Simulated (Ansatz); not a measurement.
Consider a convergence test of the plane-wave cutoff of SnTe, space group Fm-3m (Ansatz's Python interface).

Input file `snte.xyz`:
```text
2
Lattice="0.0 3.15085 3.15085 3.15085 0.0 3.15085 3.15085 3.15085 0.0" Properties=species:S:1:pos:R:3 pbc="T T T"
Sn    0.00000000    0.00000000    0.00000000
Te    3.15085000    3.15085000    3.15085000
```

`snte_ecut.py`:
```python
import ansatz
from tabulate import tabulate

cell = ansatz.Crystal.from_extxyz('snte.xyz')

job = (
    cell.calculation()
    .functional(ansatz.Functional.PBESOL)
    .scf(tolerance=1e-07, max_iterations=200)
    .kpoints(5, 5, 5, center='gamma')
    .mixing('anderson', ndim=4, beta=0.2)
    .occupations('Fixed')
    .stress()
)

rows = []
for value in [300, 350, 400, 450]:
    rep = job.basis(value).run(threads=1, backend='cpu').report
    rows.append((value, rep['free_energy_ev'] / len(rep['lattice']['sites']), rep['n_iterations'], sum(rep['stress_gpa'][i][i] for i in range(3)) / 3, rep['n_pw']))

print(tabulate(rows, headers=['cutoff (eV)', 'F/atom (eV)', 'iterations', 'P (GPa)', 'plane waves'], floatfmt='.4f', tablefmt='github'))

for row in rows[:-1]:
    shift = 1000 * (row[1] - rows[-1][1])
    print(f'{row[0]}: {shift:+.2f} meV/atom' + ('  (within 5 meV)' if abs(shift) < 5 else ''))
```

How fast does the energy converge with the cutoff (threshold 5 meV an atom)?

From 350 eV on it stays within 5 meV an atom of the value at 450 eV; the first row (300 eV) is off by 42.4 meV and the last but one by 0.96 meV. The energy falls steadily, as expected when plane waves are added. The pressure moves from -0.37 to -0.39 GPa (the program's stress holds a Pulay correction, so it settles early).

The run itself:

```console
$ python snte_ecut.py
DeckWarning: basis.ecutwfc = 300 eV is below the records' recommended 420 eV, and the density's cutoff is lower with it unless basis.ecutrho_ratio is high enough to keep the records' density cutoff: compare with a run at a higher cutoff
DeckWarning: output.stress: scf.convergence.dr2_threshold = 1e-7 eV (the SCF's general default) is looser than the 2e-10 eV advised for a printed stress (1e-10 eV for each atom of the cell: 2). What an SCF threshold leaves in a stress goes as its square root, [...]
DeckWarning: basis.ecutwfc = 350 eV is below the records' recommended 420 eV, and the density's cutoff is lower with it unless basis.ecutrho_ratio is high enough to keep the records' density cutoff: compare with a run at a higher cutoff
DeckWarning: basis.ecutwfc = 400 eV is below the records' recommended 420 eV, and the density's cutoff is lower with it unless basis.ecutrho_ratio is high enough to keep the records' density cutoff: compare with a run at a higher cutoff
|   cutoff (eV) |   F/atom (eV) |   iterations |   P (GPa) |   plane waves |
|---------------|---------------|--------------|-----------|---------------|
|           300 |    -6425.8861 |            9 |   -0.3682 |           725 |
|           350 |    -6425.9257 |            8 |   -0.3819 |           941 |
|           400 |    -6425.9275 |            8 |   -0.3852 |          1139 |
|           450 |    -6425.9285 |            8 |   -0.3914 |          1363 |
300: +42.39 meV/atom
350: +2.76 meV/atom  (within 5 meV)
400: +0.96 meV/atom  (within 5 meV)
```
(Warnings from the package without file and line, shortened.)

What to keep in mind:
- Of the deposited cell: the entry's cell lengths or inner coordinates differ somewhat from later room-temperature determinations.
- Pressure is positive in compression.
- The structure is a deposited one; some such entries were measured under pressure or heat, so a shift against it needn't be the functional's error alone.
- Shifts are counted from the last row, which is itself no proven limit.
- Run time: 4 s on 1 thread of Intel(R) Xeon(R) Processor @ 2.30GHz (shared host), peak memory 0.49 GiB.
